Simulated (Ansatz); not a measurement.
**MoPt3: a scan of the volume**

The task, for MoPt3: follow the energy without spin against volume.

Computed with Ansatz 0.2.0 (DFT PBEsol, scalar-relativistic, plane waves, PAW, unless a step's input says otherwise).

## 1. The starting structure

The structure is cubic, space group Pm-3m (No. 221). The conventional cell has a = 3.980 Å, b = 3.980 Å, c = 3.980 Å, α = 90.00°, β = 90.00°, γ = 90.00°. Mo (site symmetry m-3m) is surrounded by 12 Pt at 2.81 Å. Pt (site symmetry 4/mmm) is surrounded by 4 Mo at 2.81 Å and 8 Pt at 2.81 Å.

Structure file:

```xyz
4
Lattice="3.9795 0.0000 0.0000 0.0000 3.9795 0.0000 0.0000 0.0000 3.9795" Properties=species:S:1:pos:R:3 pbc="T T T"
Mo    0.0000    0.0000    0.0000
Pt    1.9898    1.9898    0.0000
Pt    1.9898    0.0000    1.9898
Pt    0.0000    1.9898    1.9898
```

Source of the structure: the Materials Project (structure only). It is taken as it stands there.

## 2. The base run, which the others are set against

input.yaml

```yaml
crystal:
  lattice:
    - [3.979521, 0.0, 0.0]
    - [0.0, 3.979521, 0.0]
    - [0.0, 0.0, 3.979521]
  atoms:
    - { symbol: Mo, position: [0.0, 0.0, 0.0], spin: 0.12 }
    - { symbol: Pt, position: [0.5, 0.5, 0.0], spin: 0.01 }
    - { symbol: Pt, position: [0.5, 0.0, 0.5], spin: 0.01 }
    - { symbol: Pt, position: [0.0, 0.5, 0.5], spin: 0.01 }
basis:
  ecutwfc: 420
kpoints:
  mp_grid: { grid: [10, 10, 10] }
hamiltonian:
  xc: pbesol
scf:
  occupations: { method: gaussian, width: 0.1 }
output:
  forces: true
  stress: true
  eigenvalues: true
  populations: true
  write_density: true
  write_potential: true
  elf: true
  volumetric_format: npy
magnetization:
  spin_polarized: true
```

Its results, from an earlier run: -10512.3446 eV/atom at zero smearing, pressure -11.05 GPa, largest force 0.000 eV/Å, no gap on the mesh, site moments Mo +1.25, Pt +0.12 (×3) μB, in 12 SCF cycles and 28 s.

## 3. V/V0 = 0.8, start: no spin polarisation

input.yaml

```yaml
crystal:
  lattice:
    - [3.6942600473, 0.0, 0.0]
    - [0.0, 3.6942600473, 0.0]
    - [0.0, 0.0, 3.6942600473]
  atoms:
    - { symbol: Mo, position: [0.0, 0.0, 0.0] }
    - { symbol: Pt, position: [0.5, 0.5, 0.0] }
    - { symbol: Pt, position: [0.5, 0.0, 0.5] }
    - { symbol: Pt, position: [0.0, 0.5, 0.5] }
basis:
  ecutwfc: 420
kpoints:
  mp_grid: { grid: [10, 10, 10] }
hamiltonian:
  xc: pbesol
scf:
  occupations: { method: gaussian, width: 0.1 }
  lower_state_search: "off"
output:
  forces: true
  stress: true
  eigenvalues: true
  write_density: true
  write_potential: true
  elf: true
  volumetric_format: npy
```

Command:

```bash
$ ansatz run input.yaml --threads 1 --pin off --max-ram 2560MiB --backend cpu --events-out ev --progress --plain --runs-dir out
```

## 4. V/V0 = 0.86, start: no spin polarisation

Changes to input.yaml since step 3:

```diff
@@ -2,5 +2,5 @@
   lattice:
-    - [3.6942600473, 0.0, 0.0]
-    - [0.0, 3.6942600473, 0.0]
-    - [0.0, 0.0, 3.6942600473]
+    - [3.7843992805, 0.0, 0.0]
+    - [0.0, 3.7843992805, 0.0]
+    - [0.0, 0.0, 3.7843992805]
   atoms:
@@ -23,5 +23 @@
   eigenvalues: true
-  write_density: true
-  write_potential: true
-  elf: true
-  volumetric_format: npy
```

## 5. V/V0 = 0.92, start: no spin polarisation

Changes to input.yaml since step 4:

```diff
@@ -2,5 +2,5 @@
   lattice:
-    - [3.7843992805, 0.0, 0.0]
-    - [0.0, 3.7843992805, 0.0]
-    - [0.0, 0.0, 3.7843992805]
+    - [3.8704376583, 0.0, 0.0]
+    - [0.0, 3.8704376583, 0.0]
+    - [0.0, 0.0, 3.8704376583]
   atoms:
```

## 6. V/V0 = 0.96, start: no spin polarisation

Changes to input.yaml since step 5:

```diff
@@ -2,5 +2,5 @@
   lattice:
-    - [3.8704376583, 0.0, 0.0]
-    - [0.0, 3.8704376583, 0.0]
-    - [0.0, 0.0, 3.8704376583]
+    - [3.9257370961, 0.0, 0.0]
+    - [0.0, 3.9257370961, 0.0]
+    - [0.0, 0.0, 3.9257370961]
   atoms:
```

## 7. V/V0 = 1, start: no spin polarisation

Changes to input.yaml since step 6:

```diff
@@ -2,5 +2,5 @@
   lattice:
-    - [3.9257370961, 0.0, 0.0]
-    - [0.0, 3.9257370961, 0.0]
-    - [0.0, 0.0, 3.9257370961]
+    - [3.979521, 0.0, 0.0]
+    - [0.0, 3.979521, 0.0]
+    - [0.0, 0.0, 3.979521]
   atoms:
@@ -23 +23,5 @@
   eigenvalues: true
+  write_density: true
+  write_potential: true
+  elf: true
+  volumetric_format: npy
```

## 8. V/V0 = 1.04, start: no spin polarisation

Changes to input.yaml since step 7:

```diff
@@ -2,5 +2,5 @@
   lattice:
-    - [3.979521, 0.0, 0.0]
-    - [0.0, 3.979521, 0.0]
-    - [0.0, 0.0, 3.979521]
+    - [4.0318891238, 0.0, 0.0]
+    - [0.0, 4.0318891238, 0.0]
+    - [0.0, 0.0, 4.0318891238]
   atoms:
@@ -23,5 +23 @@
   eigenvalues: true
-  write_density: true
-  write_potential: true
-  elf: true
-  volumetric_format: npy
```

## 9. V/V0 = 1.1, start: no spin polarisation

Changes to input.yaml since step 8:

```diff
@@ -2,5 +2,5 @@
   lattice:
-    - [4.0318891238, 0.0, 0.0]
-    - [0.0, 4.0318891238, 0.0]
-    - [0.0, 0.0, 4.0318891238]
+    - [4.1079803973, 0.0, 0.0]
+    - [0.0, 4.1079803973, 0.0]
+    - [0.0, 0.0, 4.1079803973]
   atoms:
```

## 10. V/V0 = 1.18, start: no spin polarisation

Changes to input.yaml since step 9:

```diff
@@ -2,5 +2,5 @@
   lattice:
-    - [4.1079803973, 0.0, 0.0]
-    - [0.0, 4.1079803973, 0.0]
-    - [0.0, 0.0, 4.1079803973]
+    - [4.2052466152, 0.0, 0.0]
+    - [0.0, 4.2052466152, 0.0]
+    - [0.0, 0.0, 4.2052466152]
   atoms:
```

(Steps that only read results are left out.)

What results come out of these runs, taken together? Wanted: lowest point, start “no spin polarisation”.

As calculated:

| quantity | value |
| --- | --- |
| lowest point, start “no spin polarisation” | V/V0 = 0.96 |

For the start “no spin polarisation” the lowest point lies at V/V0 = 0.96. The pressure passes through zero near V/V0 = 0.953, about 15.02 Å³/atom. The base cell is magnetic, so this curve without spin is not the ground state's. The listed cell is far from this method's equilibrium (-11.0 GPa, forces up to 0.00 eV/Å), so its values are not those of the relaxed crystal. The runs treat Pt without spin-orbit coupling.
